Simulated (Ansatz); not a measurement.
# Al2BiBr: the cost of one run

Method: DFT PBE, scalar-relativistic, plane waves, PAW, in Ansatz 0.2.0.

### 1 The starting structure

The structure is tetragonal, space group P-4m2 (No. 115). The conventional cell has a = 4.270 Å, b = 4.270 Å, c = 6.030 Å, α = 90.00°, β = 90.00°, γ = 90.00°. Around Al (site symmetry 2mm) lie 2 Bi at 2.57 Å and 2 Br at 2.66 Å. Bi (site symmetry -4m2) has 4 Al at 2.57 Å in its first shell of neighbours. Br (site symmetry -4m2) has 4 Al at 2.66 Å in its first shell of neighbours.

Coordinates:

```xyz
4
Lattice="4.2700 0.0000 0.0000 0.0000 4.2700 0.0000 0.0000 0.0000 6.0298" Properties=species:S:1:pos:R:3 pbc="T T T"
Al    2.1350    0.0000    4.4474
Al    0.0000    2.1350    1.5824
Bi    0.0000    0.0000    3.0149
Br    2.1350    2.1350    0.0000
```

A structure generator made this guess: species swapped into a database cell of Mg2SeS (P-4m2, No. 115), with Al on the Mg sites, Br on the Se sites and Bi on the S sites. The dimensions are guesses.

### 2 Probe: one point on a coarse mesh

Input file input.yaml:

```yaml
crystal:
  lattice:
    - [4.27001229, 0.0, 0.0]
    - [0.0, 4.27001229, 0.0]
    - [0.0, 0.0, 6.02981437]
  atoms:
    - { symbol: Al, position: [0.5, 0.0, 0.73756897] }
    - { symbol: Al, position: [0.0, 0.5, 0.26243103] }
    - { symbol: Bi, position: [0.0, 0.0, 0.5] }
    - { symbol: Br, position: [0.5, 0.5, 0.0] }
basis:
  ecutwfc: 420
kpoints:
  mp_grid: { grid: [4, 4, 4] }
hamiltonian:
  xc: pbe
scf:
  occupations: { method: gaussian, width: 0.1 }
  lower_state_search: "off"
output:
  forces: true
  stress: true
  eigenvalues: true
```

Started as:

```sh
$ ansatz run input.yaml --threads 1 --pin off --max-ram 2560MiB --backend cpu --events-out ev --progress --plain --runs-dir out
```

**Question.** How long does this run take on 1 thread of Intel Xeon 6975P-C (Granite Rapids), shared host, and how much memory does it need?

About 1.8 s, with a peak of 0.39 GiB.
